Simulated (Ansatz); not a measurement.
# HfO+ (quartet): wave-function methods side by side, def2-TZVPP

One table from this session's results is given with a row withheld; the runs are named, their logs left out.

Method: def2-TZVPP, core rule «outside noble gas», up to 5 orbitals frozen; program: Ansatz 0.2.0, Gaussian basis.

To be run: UHF; ROHF; CCSD(T) on UHF.

### What is computed

The geometry is a PBE0/def2-TZVP stationary point (not a proven minimum). No spin-orbit coupling is included. Elements past krypton take def2 core potentials.

2 atoms, charge 1, spin multiplicity 4.

Atoms are counted from 1 here; the program's logs count them from 0.

Bond lengths: Hf1–O2 1.914 Å.

As a file:

```xyz
2
HfO
Hf    0.00000    0.00000    0.00000
O     0.00000    0.00000    1.91400
```

The first run:

in.yaml reads:

```yaml
crystal:
  periodic: [false, false, false]
  atoms:
    - {symbol: Hf, position_ang: [0.000000, 0.000000, 0.000000]}
    - {symbol: O, position_ang: [0.000000, 0.000000, 1.914000]}
basis:
  gaussian: {orbitals: def2-TZVPP}
total_charge: 1
magnetization: {spin_polarized: true, initial_magnetization: 3}
hamiltonian: {xc: hf}
output: {orbitals: {seedname: orbitals}}
```

On the command line:

```sh
ansatz run in.yaml --threads 1 --pin off --events-out ev --progress --plain --max-ram 4096MiB --backend cpu
```

Among the steps run: UHF; ROHF; CCSD(T) on UHF.

One of the session's tables, all rows but one given; the rest of the session is left out.

| method | from UCCSD(T) (meV) |
| --- | --- |
| ROHF | +6893.8 |
| UHF | +6699.1 |
| UMP2 | +583.4 |
| UCCSD | ? |
| UCCSD(T) | 0 |

**Question.** Estimate the row for UCCSD.

**Answer.** from UCCSD(T) (meV): +263.6. In the column «from UCCSD(T) (meV)» it lies between UCCSD(T) (0) and UMP2 (+583.4).
